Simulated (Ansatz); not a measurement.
C₂H₅BO, SMILES BC(=C)O, a rigid torsion scan

Program: the Python package of Ansatz (0.2.0).

`torsion.py`:
```python
"""Rigid torsion scan of C2H5BO."""

import ansatz as az
from ase import Atoms

atoms = Atoms(["B", "C", "C", "O", "H", "H", "H", "H", "H"], positions=[
    (0.2762, 1.2342, 0.1023),
    (-0.0999, -0.2592, 0.1141),
    (0.0557, -1.0033, -0.9833),
    (-0.5076, -0.8375, 1.2753),
    (0.6422, 1.7856, -0.9088),
    (0.0601, 1.9505, 1.0575),
    (-0.1106, -2.0611, -0.9404),
    (0.503, -0.5629, -1.8996),
    (-0.7306, -0.2926, 2.1658),
])

# relax first, so that the scan starts from a minimum
first = az.Crystal.molecule_from_ase(atoms).calculation()
first = first.basis(gaussian="cc-pVDZ")
first = first.functional("pbe0")
first = first.relax(force_tolerance=0.02, max_steps=80)
atoms.positions = first.run(threads=1, pin="off").report["positions_ang"]

start = atoms.get_dihedral(2, 1, 0, 4)
energies = {}
for turn in range(0, 360, 30):
    turned = atoms.copy()
    turned.set_dihedral(2, 1, 0, 4, start + turn, indices=[0, 4, 5])
    calc = (
        az.Crystal.molecule_from_ase(turned).calculation()
        .basis(gaussian="cc-pVDZ")
        .correlation("mp2")  # correlation on top of the mean field
    )
    energies[round((start + turn) % 360)] = calc.run(threads=1, pin="off").report["free_energy_ev"]
floor = min(energies.values())
print("dihedral C2-C1-B0-H4 (deg)   E - E(min) (kcal/mol)")
for angle, e in sorted(energies.items()):
    print(f"{angle:8d} {23.060548 * (e - floor):14.3f}  " + "#" * int(30 * (e - floor) / max(max(energies.values()) - floor, 1e-9)))
```

```console
$ python torsion.py
dihedral C2-C1-B0-H4 (deg)   E - E(min) (kcal/mol)
      30          2.839  ######
      60          9.541  #####################
      90         13.563  #############################
     120          9.592  #####################
     150          2.899  ######
     180          0.045
     210          2.873  ######
     240          9.558  #####################
     270         13.564  ##############################
     300          9.577  #####################
     330          2.865  ######
     360          0.000
```

The scan is rigid and the energies are electronic, in a modest basis. With rigid groups the curve can differ much from the relaxed path, the start wasn't checked as a minimum of this torsion, and equivalent turns needn't return to the same energy. The start is relaxed with a density functional and scanned with the wavefunction method, so it isn't exactly that method's minimum. Finished in 27 s on 1 thread of Arm Neoverse V2, with other jobs on the host, peak memory 0.22 GiB.
